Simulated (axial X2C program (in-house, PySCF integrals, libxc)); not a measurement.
# BaBr: properties at the nuclei

Wanted for BaBr: properties at the nuclei, at the two-component level.

Method: two-component X2C with atomic mean-field terms, Ba dyall-acv3z, Br dyall-acv3z; program: an in-house X2C program for linear molecules on PySCF integrals.

All values are calculated.

**1. Set-up**

The input, task.json:

```json
{
 "zs": [
  56,
  35
 ],
 "q": 0,
 "bas": [
  "dyall-acv3z",
  "dyall-acv3z"
 ],
 "r0": 3.1,
 "levels": [
  "PBE0",
  "HF",
  "B3LYP"
 ],
 "nst": 1,
 "ff": 1,
 "thr": -3.5,
 "nmax": 130,
 "opt": {
  "ecut": 60
 }
}
```

Keys: zs atomic numbers; q charge; bas basis sets; r0 starting distance in Å; levels methods (HF also brings MP2); nst determinants followed; ff finite-field run; thr threshold in hartree for freezing inner shells (an s shell follows its p shell); nmax most natural virtual spinors; ecut virtual cutoff in hartree.

Command:

```console
$ python soeom.py task.json out
```

After this run come: Expectation values, lowest determinant; Finite-field coupled cluster.

What does the calculation give? Wanted: lowest determinant; Eeff magnitude; Ws magnitude Ba; A∥/gI Ba; qzz Ba (for each run or level that gives them).

**Answer**, as computed:

| quantity | value |
| --- | --- |
| lowest determinant | Ω = 1/2 (excess of +ω over −ω: ω = 1/2) |
| Eeff magnitude (GV/cm), PBE0 | 6.25 |
| Ws magnitude Ba (kHz), PBE0 | 7.73 |
| A∥/gI Ba (MHz), PBE0 | 3670 |
| qzz Ba (a.u.), PBE0 | -2.04 |
| Eeff magnitude (GV/cm), CCSD(T) | 7.32 |
| Ws magnitude Ba (kHz), CCSD(T) | 9.18 |
| A∥/gI Ba (MHz), CCSD(T) | 3770 |
| qzz Ba (a.u.), CCSD(T) | -2.14 |

In words: In the first state, the effective field runs from 6.25 to 7.56 GV/cm over the mean-field levels. The expectation values come from single determinants, which for open shells can mix terms of unlike spin or miss the lowest Ω, so a determinant need not be a state. Eeff is the effective electric field on the electron dipole moment in this Ω state and Ws the scalar–pseudoscalar constant (defined with the proton number Z and per Ω); A∥ is the parallel hyperfine constant, which follows by multiplying with the nuclear g factor gI = μI/(I μN); qzz is the electric field gradient, eQq0 = 234.96 MHz × Q/barn × qzz; μ is positive if Br is the positive end. The operators were transformed with the bare-nucleus X2C matrices. Correlation of the inner shells is missing, which matters for properties at the nucleus.
